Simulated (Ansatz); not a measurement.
BiTe, 2 atoms in the cell. Symmetry: Fm-3m, No. 225, cubic system. The conventional cell has a = 6.200 Å, b = 6.200 Å, c = 6.200 Å, α = 90.00°, β = 90.00°, γ = 90.00°. Bi (site symmetry m-3m) is surrounded by 6 Te at 3.10 Å. Around Te (site symmetry m-3m) lie 6 Bi at 3.10 Å.  The cell isn't the ideal one: cell squeezed.

| Property | Result |
| --- | --- |
| Program | Ansatz 0.2.0 |
| Task | single point |
| Functional | RPBE |
| Dispersion | D4 |
| Potentials or basis | all-electron LAPW, relativistic spinors |
| Cutoff | 182 eV |
| Density cutoff | 729 eV |
| Basis error allowed | 0.002 eV/atom |
| k mesh | 5 × 5 × 5 |
| Occupations | fermi-dirac, width 0.01 eV |
| Spin | spin-orbit coupling, no magnetisation |
| Scf mixing algorithm | broyden |
| Scf mixing beta | 0.9 |
| Scf mixing ndim | 8 |
| Scf mixing preconditioner | none |

Potentials or basis: all-electron LAPW, relativistic spinors.

Launch:

```console
$ ansatz run input.yaml --threads 1 --pin off --max-ram 2560MiB --backend cpu --events-out ev --progress --plain --runs-dir out
```

Hardware: 1 thread of Intel(R) Xeon(R) Platinum 8375C CPU @ 2.90GHz (Ice Lake) (shared host).

Q: How long does it take, and how much memory?

A: Run time: 30 s on 1 thread of Intel(R) Xeon(R) Platinum 8375C CPU @ 2.90GHz (Ice Lake), on a shared host, peak memory 0.4 GiB. Counts: scf iterations 7, plane waves 331, k points 10, bands 74.
